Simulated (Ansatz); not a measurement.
Runs of Ansatz 0.2.0 on Hf2Pd2Se2Br2O3. The typed cell holds 11 atoms: a = 5.761 Å, b = 5.870 Å, c = 6.872 Å, α = 96.27°, β = 102.51°, γ = 95.11°. The cell was built by a generator and needn't be a form met in nature.

```tsv
task	level	potentials or basis	cell	k mesh	cutoff (eV)	points for each segment of the path	mesh quality	gap on the mesh (eV)	pressure (GPa)	relaxed volume (Å³/atom)	largest force (eV/Å)
band structure	PBE	Ansatz PAW	as given	5 × 5 × 4	420	10	not flagged	(b)	0.0	-	0.01
single point	PBE	SPMS NC	as given	5 × 5 × 4	1034	-	not flagged	0.19	-0.3	-	0.22
single point	B3LYP	Ansatz PAW	as given	2 × 2 × 2	420	-	coarse	1.63	1.5	-	0.32
single point	PBE	Ansatz NC	as given	5 × 5 × 4	1240	-	not flagged	0.21	0.0	-	(c)
relaxation of cell and atoms	PBE	Ansatz PAW	relaxed	4 × 4 × 3	420	-	not flagged	0.21	0.0	20.37	-
band structure	BLYP	Ansatz PAW	as given	5 × 5 × 4	420	10	not flagged	0.24	4.2	-	0.26
relaxation of cell and atoms	r2SCAN+rVV10	Ansatz PAW	relaxed	4 × 4 × 3	500	-	not flagged	(a)	0.0	19.57	-
relaxation of cell and atoms	BLYP	Ansatz PAW	relaxed	4 × 4 × 3	420	-	not flagged	0.19	0.0	21.55	0.01
```

Alike in all rows: no spin polarisation; smearing fermi-dirac 0.05 eV.

**Question.** Estimate the missing entries.

**Answer.** (a) 0.41; (b) 0.22; (c) 0.02.

Caveats: some runs use coarse meshes; spin-orbit coupling is left out, which moves the levels of the heavy elements; odd divisions of the mesh miss points on the zone boundary, where band edges often lie, so the gap on the mesh can be too wide (some runs); the PAW data sets come from PBE, with cores solved anew for the run's functional, which leaves a small shift of forces and pressure (some runs); the plane-wave basis is chosen anew once the cell has moved, so the energies of steps on either side of that aren't comparable (some runs); the thresholds are loose for stress (some runs).

A k mesh can miss the band edges, and the runs leave out spin-orbit coupling on Br, Hf, Pd, Se.

The runs don't all hold the same shells in valence.
